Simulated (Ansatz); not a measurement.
Run this with the Ansatz DFT code, driven from Python and show what comes out.

`ch6bn.xyz`
```text
9

C    -0.64890    0.73880   -0.61930
B     0.48780   -0.17450   -0.19290
N     0.23990   -1.20850    0.88480
H    -1.47270    0.18350   -1.00380
H    -0.35070    1.45350   -1.45750
H    -1.02800    1.40440    0.23700
H     1.56890   -0.08300   -0.72400
H     1.21970   -1.68840    1.03550
H     0.07250   -0.67210    1.82300
```

`run_bde.py`
```python
# -*- coding: utf-8 -*-
"""Cost of removing each kind of hydrogen from CH6BN, fragments frozen."""

import ansatz as az


def energy_of(molecule, charge=0, unpaired=0):
    calc = (
        molecule.calculation()
        .basis(gaussian="def2-SVPD")
        .functional("pbe0")
    )
    if charge:
        calc = calc.charge(charge)
    if unpaired:
        calc = calc.spin("collinear", total=unpaired)
    report = calc.run(threads=1, backend="cpu").report
    if report["published_state_doubts"]:
        print("  doubts:", report["published_state_doubts"])
    return report["free_energy_ev"]

def without(molecule, index):
    rest = az.Crystal.molecule()
    for i, site in enumerate(molecule.cartesian_sites):
        if i != index:
            rest = rest.atom(site.symbol, site.position_ang)
    return rest


def main():
    mol = az.Crystal.molecule_from_extxyz("ch6bn.xyz")

    whole = energy_of(mol, 0)
    hydrogen = energy_of(az.Crystal.molecule().atom("H", (0, 0, 0)), 0, 1)
    print(f"E(molecule) = {whole:.5f} eV, E(H) = {hydrogen:.5f} eV")
    for index in [5, 6, 8]:
        radical = energy_of(without(mol, index), 0, 1)
        print(f"H{index}: homolysis {96.485332 * (radical + hydrogen - whole):.1f} kJ/mol")


if __name__ == "__main__":
    main()
```

```console
$ python run_bde.py
E(molecule) = -3295.09485 eV, E(H) = -13.61361 eV
H5: homolysis 450.4 kJ/mol
H6: homolysis 433.7 kJ/mol
H8: homolysis 489.6 kJ/mol
```

Reading the output:
- Total energies depend on the basis set; only differences at equal settings carry meaning.
- The geometry is a force-field or estimated start, not a minimum of this method, and the basis set is short of its limit. All parts are taken at fixed geometry, without zero-point energy.
- It ran for 37 s on 1 thread of AMD EPYC 7571, on a shared host, peak memory 0.31 GiB.
